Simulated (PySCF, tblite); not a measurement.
**C₄H₇BF₂: geometry, infrared bands, NMR shifts, spin-spin couplings, electronic excitations and core binding energies**

Wanted: the infrared bands, NMR shifts, spin-spin couplings, electronic excitations and core binding energies of C₄H₇BF₂ (`C=C(C)CB(F)F`), by calculation.

Computed with tblite 0.8.0 and PySCF 2.14.0, with density-fitted response routines of our own, on a single molecule in the gas phase. Atoms count from 0, in the outputs and in this text.

## Step 1: The molecule as given

14 atoms, charge 0, multiplicity 1; geometry from: force field or distance geometry start.

Bonds of the start (Å): C0–C1 1.33, C1–C2 1.48, C1–C3 1.47, C3–B4 1.59, B4–F5 1.44, B4–F6 1.45, C0–H7 1.08, C0–H8 1.10, C2–H9 1.10, C2–H10 1.11, C2–H11 1.14, C3–H12 1.11, C3–H13 1.10.

## Step 2: Optimising the geometry with GFN2-xTB

Job settings and geometry (Å):

```
{"job": {"kind": "relax", "xc": "GFN2-xTB", "basis": "xTB"}, "charge": 0, "multiplicity": 1}
C     -1.115900    -1.284500     0.544900
C     -0.506800    -0.187000     0.093200
C     -0.928500     1.123300     0.626900
C      0.580300    -0.347100    -0.884100
B      1.984400     0.200400    -0.364500
F      2.266400     1.588700    -0.635400
F      2.749300    -0.604300     0.573500
H     -0.868300    -2.282100     0.226200
H     -1.930900    -1.203400     1.276100
H     -0.640600     1.258500     1.678300
H     -0.653700     1.972500    -0.026100
H     -2.064100     1.078100     0.636700
H      0.750700    -1.432400    -1.070200
H      0.377000     0.118700    -1.857700
```

Launch:

```bash
$ OMP_NUM_THREADS=1 python probes_run.py task.json out
```

The driver reads the jobs from task.json and runs them one after another.

**Question.** This job is followed by: GFN2-xTB harmonic vibrations, gas phase; PBE0-D3(BJ)/def2-SVP geometry optimisation, gas phase; GIAO PBE0/pcSseg-1 NMR shielding, non-relativistic, gas phase; B3LYP/pcJ-1 indirect spin-spin coupling, non-relativistic, gas phase; TDDFT CAM-B3LYP/def2-SVPD, vertical, gas phase, core orbitals frozen in the response; GIAO KT3/pcSseg-2 NMR shielding, non-relativistic, gas phase; delta-SCF UKS SCAN, pcX-2 on the ionised atom, pcseg-1 elsewhere, spin-free X2C. What will the session give for the following? strongest single infrared mode (GFN2-xTB); zero-point energy (GFN2-xTB); point group; rotational constants (main isotopes); ¹³C shifts against TMS (PBE0/pcSseg-1); ¹H shifts against TMS (PBE0/pcSseg-1, means over atoms taken as alike); ¹¹B shifts against BF3·OEt2 (PBE0/pcSseg-1); ¹⁹F shifts against CFCl3 (PBE0/pcSseg-1, means over atoms taken as alike); largest coupling of the table (B3LYP/pcJ-1); lowest singlet (CAM-B3LYP/def2-SVPD); lowest triplet; vertical ionisation energy (ΔSCF); C1s binding energies, SCAN/pcX-2 (standing for 3 of 4 atoms); F1s binding energies, SCAN/pcX-2; range of the shift of F5.

The runs gave:

| quantity | value |
| --- | --- |
| strongest single infrared mode (GFN2-xTB) | 1288 cm⁻¹, 356 km/mol |
| zero-point energy (GFN2-xTB) | 66.3 kcal/mol |
| point group | C1 |
| rotational constants (main isotopes) | 4.01, 1.80, 1.43 GHz |
| ¹³C shifts against TMS (PBE0/pcSseg-1) | 147.0, 121.2, 26.1, 25.6 ppm |
| ¹H shifts against TMS (PBE0/pcSseg-1, means over atoms taken as alike) | 5.20, 5.13, 1.92, 1.75 ppm |
| ¹¹B shifts against BF3·OEt2 (PBE0/pcSseg-1) | 26.5 ppm |
| ¹⁹F shifts against CFCl3 (PBE0/pcSseg-1, means over atoms taken as alike) | -67.9 ppm |
| largest coupling of the table (B3LYP/pcJ-1) | ²J(F,F) F5–F6, -214.5 Hz |
| lowest singlet (CAM-B3LYP/def2-SVPD) | 6.40 eV (194 nm), f = 0.169 |
| lowest triplet | 4.17 eV |
| vertical ionisation energy (ΔSCF) | 9.44 eV |
| C1s binding energies, SCAN/pcX-2 (standing for 3 of 4 atoms) | C2 290.89, C3 290.79, C0 289.94 eV |
| F1s binding energies, SCAN/pcX-2 | F5 693.44 eV |
| range of the shift of F5 | -102.6 to -67.9 ppm |

What this shows: Over 149 steps the energy fell by 0.989 eV; of the close pairs, B4–F6 changed most, 1.453 to 1.317 Å (GFN2-xTB). No mode is imaginary among the 36: a minimum at this level. The strongest single mode, at 1288 cm⁻¹, moves mainly B4. Unscaled tight-binding wavenumbers are off by several per cent, some by more. Its intensities can rank the bands wrongly. At PBE0/pcSseg-1: The widest tensor belongs to F5, F6: span 283 ppm, with a paramagnetic part of -223 ppm. Couplings across rotatable bonds belong to this one conformer; where others are populated, the observed values are averages. Density functionals describe couplings to fluorine poorly, F–F couplings above all, so those rows are rough. The first singlet state (HOMO→LUMO 0.85) lies at 6.40 eV and is bright. The lowest triplet lies 2.23 eV below the lowest singlet (triplets in Tamm-Dancoff, singlets in full TDDFT). C2 (allylic methyl carbon) binds its C1s electron 0.94 eV more tightly than C0 (terminal =CH2 carbon). Only 3 of the 4 C atoms are covered by sound results. Across the 2 runs the shift of F5 (with its like atoms) moves most, between -102.6 (KT3/pcSseg-2) and -67.9 ppm (PBE0/pcSseg-1). Most of that comes from the computed reference, not from the atom's own shielding.
